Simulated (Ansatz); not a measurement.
# FeCo4: the cost of one run

Method: DFT PBE, scalar-relativistic, plane waves, PAW, in Ansatz 0.2.0.

1 further run of the same task is left out (it didn't finish).

### Step 1. The system as given

Symmetry: P6_3/mmc, No. 194, hexagonal system. The conventional cell has a = 2.496 Å, b = 2.496 Å, c = 19.716 Å, α = 90.00°, β = 90.00°, γ = 120.00°. Fe (site symmetry -6m2) has 6 Co at 2.44 Å and 6 Fe at 2.50 Å as nearest neighbours. Co (site symmetry 3m) is surrounded by 12 Co at 2.44 to 2.50 Å. Co (site symmetry 3m) is surrounded by 3 Fe at 2.44 Å and 9 Co at 2.44 to 2.50 Å.

Structure file:

```xyz
10
Lattice="2.4958 0.0000 0.0000 -1.2479 2.1614 0.0000 0.0000 0.0000 19.7162" Properties=species:S:1:pos:R:3 pbc="T T T"
Fe    0.0000    1.4410    4.9291
Fe    1.2479    0.7205   14.7872
Co    0.0000    1.4410    0.9858
Co    0.0000    1.4410    8.8723
Co    0.0000    1.4410   12.8155
Co    0.0000    1.4410   16.7588
Co    1.2479    0.7205    2.9574
Co    1.2479    0.7205    6.9007
Co    1.2479    0.7205   10.8439
Co    1.2479    0.7205   18.7304
```

The start is an ordering of an alloy on its end members' structure types: elements ordered on the sites of the Os type, Co/Fe on Os (P6_3/mmc, No. 194).

### Step 2. The guess as it stands, on a coarse mesh

File input.yaml:

```yaml
crystal:
  lattice:
    - [2.49582677, 0.0, 0.0]
    - [-1.24791338, 2.16144938, 0.0]
    - [0.0, 0.0, 19.71621873]
  atoms:
    - { symbol: Fe, position: [0.33333333, 0.66666667, 0.25], spin: 4.0 }
    - { symbol: Fe, position: [0.66666667, 0.33333333, 0.75], spin: 4.0 }
    - { symbol: Co, position: [0.33333333, 0.66666667, 0.05], spin: 3.0 }
    - { symbol: Co, position: [0.33333333, 0.66666667, 0.45], spin: 3.0 }
    - { symbol: Co, position: [0.33333333, 0.66666667, 0.65], spin: 3.0 }
    - { symbol: Co, position: [0.33333333, 0.66666667, 0.85], spin: 3.0 }
    - { symbol: Co, position: [0.66666667, 0.33333333, 0.15], spin: 3.0 }
    - { symbol: Co, position: [0.66666667, 0.33333333, 0.35], spin: 3.0 }
    - { symbol: Co, position: [0.66666667, 0.33333333, 0.55], spin: 3.0 }
    - { symbol: Co, position: [0.66666667, 0.33333333, 0.95], spin: 3.0 }
basis:
  ecutwfc: 420
kpoints:
  mp_grid: { grid: [6, 6, 1] }
hamiltonian:
  xc: pbe
scf:
  occupations: { method: gaussian, width: 0.1 }
  lower_state_search: "off"
output:
  forces: true
  stress: true
  eigenvalues: true
  populations: true
magnetization:
  spin_polarized: true
```

Started as:

```sh
$ ansatz run input.yaml --threads 1 --pin off --max-ram 2560MiB --backend cpu --events-out ev --progress --plain --runs-dir out
```

**Question.** How long does this run take on 1 thread of Intel Xeon at 2.70GHz, shared host, and how much memory does it need?

About 17 s, with a peak of 0.54 GiB.
